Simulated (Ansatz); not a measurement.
What does this script print? It uses the Python package of Ansatz (0.2.0).

Script `slab.py`:
```python
"""A surface of Li3Al: energy and work function."""

import logging
import sys

import ansatz as az
from ase import Atoms
from ase.build import surface
import numpy as np

logging.basicConfig(stream=sys.stdout, format="%(levelname)s %(message)s")
logger = logging.getLogger("ansatz_job")
logger.setLevel(logging.INFO)

atoms = Atoms(
    ["Li", "Li", "Li", "Al"],
    scaled_positions=[
        (0.75, 0.25, 0.5),
        (0.25, 0.75, 0.5),
        (0.5, 0.5, 0.0),
        (0.0, 0.0, 0.0),
    ],
    cell=[
        (-1.95151235, 1.95151235, 4.36765349),
        (1.95151235, -1.95151235, 4.36765349),
        (1.95151235, 1.95151235, -4.36765349),
    ],
    pbc=True,
)
# the plane is named in the basis of this cell
slab = surface(atoms, (1, 1, 0), 4, vacuum=8.0)
slab.pbc = True

print(slab.get_chemical_formula(), "area {:.3f} A^2, cell height {:.2f} A".format(np.linalg.norm(np.cross(slab.cell[0], slab.cell[1])), slab.cell[2, 2]))


def settings(structure):
    return (
        az.Crystal.from_ase(structure).calculation()
        .functional("lda")
        .occupations("Fermi-Dirac", width=0.1)
    )


model = (
    settings(slab)
    .kpoints(3, 4, 1)
    .electric_field(axis=3, dipole_correction=True)
    .potential()
    .forces()
)
out = model.run()
data = out.report

logger.info(f"slab free energy {data['free_energy_ev']:.4f} eV, Fermi level {data['fermi_energy_ev']:.3f} eV")
for key, value in data["work_function"].items():
    if isinstance(value, float):
        logger.info(f"{key:34s} {value:12.5f}")

v = out.potential()
profile = (v.v_es_ev + (0 if v.v_field_ev is None else v.v_field_ev)).mean(axis=(0, 1))
height = out.lattice.cell_ang[2][2]
logger.info("z (A)   planar potential less the Fermi level (eV)")
for i in range(0, len(profile), max(len(profile) // 24, 1)):
    logger.info(f"{i * height / len(profile):6.2f} {profile[i] - data['fermi_energy_ev']:9.3f}")
```

```console
$ python slab.py
Al4Li12 area 28.518 A^2, cell height 23.00 A
DeckWarning: basis.ecutwfc = 420 eV, auto-derived from the records' recommended cutoffs: set by Li (normal level)
RunWarning: The output density's exchange-correlation potential varies sharply where the density is thin. Do not read a vacuum level from v_tot or v_xc, or from such a field of the output density. On [...]
INFO slab free energy -4469.8727 eV, Fermi level -1.135 eV
INFO ramp_position                           0.95000
INFO ramp_width                              0.10000
INFO amplitude_v_ang                         0.00000
INFO dipole_field_v_ang                      0.00000
INFO dipole_moment_e_ang                     0.00000
INFO phi_plus_ev                             4.00339
INFO phi_minus_ev                            4.00341
INFO vacuum_level_plus_ev                    2.86813
INFO vacuum_level_minus_ev                   2.86815
INFO flatness_plus_ev_ang                    0.00015
INFO flatness_minus_ev_ang                   0.00015
INFO ramp_density_extremum_e_ang3            0.00000
INFO ramp_density_minimum_e_ang3            -0.00000
INFO ramp_density_bound_e_ang3               0.00001
INFO ramp_density_effective_e_ang3           0.00000
INFO plane_spacing_ang                       0.14375
INFO z (A)   planar potential less the Fermi level (eV)
INFO   0.00     4.004
INFO   0.86     4.004
INFO   1.72     4.004
INFO   2.59     4.003
INFO   3.45     4.002
INFO   4.31     3.994
INFO   5.17     3.940
INFO   6.04     3.596
INFO   6.90     1.682
INFO   7.76    -4.954
INFO   8.62    -1.085
INFO   9.49     0.617
INFO  10.35    -5.407
INFO  11.21     0.741
INFO  12.07    -1.439
INFO  12.94    -4.349
INFO  13.80     1.502
INFO  14.66    -3.906
INFO  15.52    -2.592
INFO  16.39     2.679
INFO  17.25     3.782
INFO  18.11     3.970
INFO  18.97     3.999
INFO  19.84     4.003
INFO  20.70     4.003
INFO  21.56     4.004
INFO  22.42     4.004
```
(Warnings from the package without file and line, shortened.)

Notes:
- Absolute energies stand on the zero of these potentials, so only differences at equal settings mean something. A total without «per atom» is that of the whole cell that was run.
- For a metal this k-point mesh is coarse: on a finer one energies can move by several to tens of meV an atom and pressures by half a GPa or more, differences at one mesh by less.
- Only differences from the Fermi energy are physical; the zero of the scale is a convention.
- The structure comes from a database of computed cells and needn't be a stable or known phase.
- The slab is thin and cut from the structure as given; a cut can leave two unlike or polar faces, and the surface energy is then their mean. Miller indices refer to the vectors of the cell as typed, and the lattice isn't relaxed for this functional, so relaxation and surface energy can hold strain.
- The whole script took 18 s on 1 thread of Arm Neoverse V1, with other jobs on the host, peak memory 0.71 GiB.
